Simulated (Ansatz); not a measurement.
**CH₃BClFO: basis-set convergence**

Aim: see how fast density functionals converge with the basis set for CH₃BClFO.

Computed with Ansatz 0.2.0, Gaussian basis. Level: one geometry, several basis sets.

Levels to be run: PBE0-D4/def2-SVP; ωB97M-V/def2-SVP; PBE0-D4/def2-QZVPP; ωB97M-V/def2-QZVPP; the functionals' def2-TZVPP values are taken from earlier runs.

## 1. The relaxed structure

An earlier PBE0-D4 in a triple-zeta def2 set relaxation fixed the geometry.

SMILES `OC(F)BCl`, 8 atoms, charge 0, spin multiplicity 1.

Atoms are counted from 1 here; the program's logs count them from 0.

Bond lengths: O1–C2 1.377 Å, O1–H6 0.962 Å, C2–F3 1.399 Å, C2–B4 1.589 Å, C2–H7 1.097 Å, B4–Cl5 1.733 Å, B4–H8 1.189 Å. Angles: C2–O1–H6 109.9°, O1–C2–F3 110.4°, O1–C2–B4 107.3°, O1–C2–H7 112.0°, F3–C2–B4 106.9°, F3–C2–H7 105.2°, B4–C2–H7 114.8°, C2–B4–Cl5 119.9°, C2–B4–H8 120.8°, Cl5–B4–H8 119.3°.

## 2. PBE0-D4 in def2-SVP

The input, in.yaml:

```yaml
crystal:
  periodic: [false, false, false]
  atoms:
    - {symbol: O, position_ang: [-0.045544, 0.346895, 1.395699]}
    - {symbol: C, position_ang: [0.458898, 0.058770, 0.147328]}
    - {symbol: F, position_ang: [1.315070, -1.045417, 0.209214]}
    - {symbol: B, position_ang: [-0.767165, -0.356727, -0.774672]}
    - {symbol: Cl, position_ang: [-1.105675, 0.541101, -2.217197]}
    - {symbol: H, position_ang: [0.620530, 0.802361, 1.920178]}
    - {symbol: H, position_ang: [1.073178, 0.877479, -0.246575]}
    - {symbol: H, position_ang: [-1.457192, -1.281562, -0.489875]}
basis:
  gaussian: {orbitals: def2-SVP}
hamiltonian: {xc: pbe0, dispersion: d4}
output: {orbitals: {seedname: orbitals}}
```

Run with:

```bash
> ansatz run in.yaml --threads 2 --pin off --events-out ev --progress --plain --max-ram 4352MiB
```

The runs that follow: ωB97M-V in def2-SVP; PBE0-D4 in def2-QZVPP; ωB97M-V in def2-QZVPP.

Q: Predict the results of all the runs planned. Wanted: PBE0-D4: double and triple zeta above quadruple; ωB97M-V: double and triple zeta above quadruple.

The runs gave:

| quantity | value |
| --- | --- |
| PBE0-D4: double and triple zeta above quadruple | 12.78, 0.72 eV |
| ωB97M-V: double and triple zeta above quadruple | 12.91, 0.68 eV |

In words: For PBE0-D4 the step from double to triple zeta gains 12.06 eV and the next only 0.72 eV. These are total energies; as a rule much of such shifts cancels in differences, which this series doesn't test.
